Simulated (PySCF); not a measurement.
# BF2H3SSi: the cost of one run

Programs: PySCF 2.14.0, with density-fitted response routines of our own. Each step states its level of theory. These are calculated values for one molecule in the gas phase, unless marked as measured. Atoms are numbered from 0 throughout.

### Step 1. Starting geometry

8 atoms, charge 0, multiplicity 1; geometry from: GFN2-xTB. The atoms were then displaced at random by about 0.01 Å, so the start is not that level's minimum.

Bonds of the start (Å): F0–B1 1.34, B1–F2 1.31, B1–Si3 1.94, Si3–S4 2.16, Si3–H5 1.48, Si3–H6 1.47, S4–H7 1.35.

### Step 2. Optimising the geometry at PBE0-D3(BJ)/def2-SVP

Job settings and geometry (Å):

```
{"job": {"xc": "PBE0", "basis": "def2-SVP", "d3": "d3bj", "grid": 1, "shake": 0.01, "kind": "geom"}, "charge": 0, "multiplicity": 1}
F      1.723800    -1.789000    -0.376200
B      1.152550    -0.646000     0.039110
F      2.033900     0.206870     0.497680
Si    -0.754330    -0.290860     0.009970
S     -1.152470     1.773120    -0.467200
H     -1.442370    -0.544860     1.300900
H     -1.528370    -1.004250    -1.017330
H      0.022410     2.275840    -0.039410
```

Command:

```bash
$ OMP_NUM_THREADS=1 python probes_run.py task.json out
```

This one command runs all jobs of the session in turn.

**Question.** How long does this first job take on 1 thread of AMD EPYC 7R43, shared host, and how much memory does it need?

About 19 s, with a peak of 0.39 GiB.
